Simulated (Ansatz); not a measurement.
Runs of Ansatz 0.2.0 on BiTe. Symmetry: Fm-3m, No. 225, cubic system. The conventional cell has a = 6.470 Å, b = 6.470 Å, c = 6.470 Å, α = 90.00°, β = 90.00°, γ = 90.00°. Bi (site symmetry m-3m) has 6 Te at 3.23 Å as nearest neighbours. Te (site symmetry m-3m) is surrounded by 6 Bi at 3.23 Å. 

```csv
task,level,potentials or basis,spin,cell,k mesh,cutoff (eV),smearing,screening (1/Å),share of exact exchange,mesh quality,gap on the mesh (eV),pressure (GPa),relaxed volume (Å³/atom)
density of states,PBEsol,Ansatz PAW,off,as given,6 × 6 × 6,420,fermi-dirac 0.05 eV,-,-,not flagged,none,-1.5,-
single point,HSE06 form with a typed share of exact exchange,Ansatz PAW,off,as given,4 × 4 × 4,420,fermi-dirac 0.05 eV,0.1,0.25,coarse,none,-,-
relaxation of cell and atoms,BLYP+D3(BJ),Ansatz PAW,off,relaxed,7 × 7 × 7,420,fermi-dirac 0.05 eV,-,-,not flagged,none,0.0,33.29
relaxation of cell and atoms,PBE,Ansatz PAW,off,relaxed,7 × 7 × 7,420,fermi-dirac 0.05 eV,-,-,not flagged,none,0.0,(a)
electrostatic potential,r2SCAN+rVV10,Ansatz PAW polarizable,"collinear, ferromagnetic start",as given,7 × 7 × 7,500,tetrahedron,-,-,not flagged,none,-1.1,-
```

Task: Estimate the missing entries.

Result: (a) 34.51.

Caveats: some runs use coarse meshes; spin-orbit coupling is left out, which moves the levels of the heavy elements; the PAW data sets come from PBE, with cores solved anew for the run's functional, which leaves a small shift of forces and pressure (some runs); the plane-wave basis is chosen anew once the cell has moved, so the energies of steps on either side of that aren't comparable (some runs); pairwise dispersion overbinds metals, which lowers pressure and volume (some runs); the potentials were made for another functional, which shifts forces and pressure (some runs).

A k mesh can miss the band edges, and the runs leave out spin-orbit coupling on Bi, Te.

A gap of «none» marks a metal or a gap under the smearing width.

Not every run made on this cell is shown here.
